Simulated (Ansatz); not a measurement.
**FH7N2SSi2: one species, many methods**

Aim: compute FH7N2SSi2 with functionals from several rungs and with coupled cluster, and see how far each lands from CCSD(T) at the basis-set limit for the atomisation energy.

The runs use Ansatz 0.2.0, Gaussian basis; functionals in def2-TZVPP, the program's frozen cores in correlated methods.

Levels to be run: LDA (SPW92), PBE-D4, revPBE-D4, BLYP-D4, r2SCAN-D4, B97M-V, PBE0-D4, B3LYP-D4, r2SCANh-D4, r2SCAN0-D4, HSE06-D4, BHLYP-D4, CAM-B3LYP-D4, LC-ωPBE, ωB97X-V, ωB97M-V, B2PLYP, PBE-QIDH; CCSD(T)/def2-SVP; CCSD(T)/def2-TZVPP; MP2/def2-QZVPP; extrapolation to the limit; RPA on PBE.

### 1 The geometry

An earlier PBE0-D4 in a triple-zeta def2 set relaxation fixed the geometry.

SMILES `N[SiH2]S[SiH](N)F`, 13 atoms, charge 0, spin multiplicity 1.

Atoms are counted from 1 here; the program's logs count them from 0.

Bond lengths: N1–Si2 1.708 Å, N1–H7 1.007 Å, N1–H8 1.007 Å, Si2–S3 2.164 Å, Si2–H9 1.480 Å, Si2–H10 1.482 Å, S3–Si4 2.113 Å, Si4–N5 1.690 Å, Si4–F6 1.607 Å, Si4–H11 1.477 Å, N5–H12 1.006 Å, N5–H13 1.006 Å. Angles: Si2–N1–H7 120.4°, Si2–N1–H8 119.6°, H7–N1–H8 111.1°, N1–Si2–S3 111.9°, N1–Si2–H9 107.1°, N1–Si2–H10 109.4°, S3–Si2–H9 109.3°, S3–Si2–H10 107.2°, H9–Si2–H10 112.0°, Si2–S3–Si4 98.7°, S3–Si4–N5 107.3°, S3–Si4–F6 107.1°, S3–Si4–H11 114.8°, N5–Si4–F6 114.5°, N5–Si4–H11 108.6°, F6–Si4–H11 104.7°, Si4–N5–H12 122.0°, Si4–N5–H13 122.4° and more.

### 2 LDA

This LDA is Slater exchange with PW92 correlation.

The input, in.yaml:

```yaml
crystal:
  periodic: [false, false, false]
  atoms:
    - {symbol: N, position_ang: [-2.577516, -1.739418, 0.525756]}
    - {symbol: Si, position_ang: [-1.554701, -0.548891, -0.149047]}
    - {symbol: S, position_ang: [0.205963, -0.216248, 1.065000]}
    - {symbol: Si, position_ang: [1.465033, 0.611960, -0.416546]}
    - {symbol: N, position_ang: [2.680970, 1.472706, 0.380583]}
    - {symbol: F, position_ang: [0.537707, 1.503388, -1.379042]}
    - {symbol: H, position_ang: [-2.263052, -2.692510, 0.613309]}
    - {symbol: H, position_ang: [-3.198943, -1.492465, 1.279028]}
    - {symbol: H, position_ang: [-2.337732, 0.704023, -0.229299]}
    - {symbol: H, position_ang: [-1.089689, -0.998893, -1.482540]}
    - {symbol: H, position_ang: [2.097160, -0.376021, -1.314490]}
    - {symbol: H, position_ang: [3.560298, 1.685258, -0.059371]}
    - {symbol: H, position_ang: [2.494800, 2.052312, 1.181361]}
basis:
  gaussian: {orbitals: def2-TZVPP}
hamiltonian: {xc: lda}
output: {orbitals: {seedname: orbitals}}
```

Launch:

```console
$ ansatz run in.yaml --threads 2 --pin off --events-out ev --progress --plain --max-ram 20480MiB --backend cuda --devices 0, --max-vram 18GiB
```

The runs that follow: PBE-D4 (GGA); revPBE-D4 (GGA); BLYP-D4 (GGA); r2SCAN-D4 (meta-GGA); B97M-V (meta-GGA); PBE0-D4 (hybrid); B3LYP-D4 (hybrid); r2SCANh-D4 (hybrid); r2SCAN0-D4 (hybrid); HSE06-D4 (hybrid); BHLYP-D4 (hybrid); CAM-B3LYP-D4 (range-separated); LC-ωPBE (range-separated); ωB97X-V (range-separated); ωB97M-V (range-separated); B2PLYP (double hybrid); PBE-QIDH (double hybrid); CCSD(T) in def2-SVP; CCSD(T) in def2-TZVPP; MP2 in def2-QZVPP; RPA on PBE orbitals.

**Question.** What will the summary of the whole plan be? Wanted: atomisation energy, CCSD(T)/CBS; farthest beyond LDA; mean size of error, GGA; mean size of error, meta-GGA; mean size of error, hybrid; mean size of error, range-separated; mean size of error, double hybrid; gap, smallest and largest; T1 diagnostic.

**Answer**, as computed:

```
                               quantity                                             value
        atomisation energy, CCSD(T)/CBS                                         47.390 eV
    functionals within 0.237 eV (0.5 %)  B97M-V, B3LYP-D4, CAM-B3LYP-D4, ωB97X-V, ωB97M-V
                    farthest beyond LDA                              BHLYP-D4 (-1.421 eV)
                mean size of error, GGA                                          0.463 eV
           mean size of error, meta-GGA                                          0.140 eV
             mean size of error, hybrid                                          0.709 eV
    mean size of error, range-separated                                          0.262 eV
      mean size of error, double hybrid                                          0.812 eV
              gap, smallest and largest         5.48 eV (LDA (SPW92)), 12.50 eV (LC-ωPBE)
                          T1 diagnostic                                            0.0112
triples share of the correlation energy                                             3.7 %
```

The LDA atomisation energy is off by 6.239 eV (13 %): it overbinds. PBE-D4 is off by +0.255 eV. Double hybrids carry the basis error of their MP2 part in triple zeta, and no dispersion term here, so their miss is partly the set-up's. Taken by rung, meta-GGA functionals do best (0.140 eV on average) and double hybrid ones worst beyond LDA (0.812 eV). hybrid functionals lie within the reference's doubt of that worst mean (0.709 eV), so those two tie. The reference freezes the cores and leaves out relativity and excitations past (T), so misses under about 0.237 eV can't be ranked. Hartree-Fock recovers 70 % of the binding; the rest is correlation. CCSD(T) in def2-SVP is off by -4.500 eV, more than most functionals: a good method in a small basis is no reference. The gap grows from 5.5 to 12.5 eV across the functionals, mostly with the share of exact exchange.
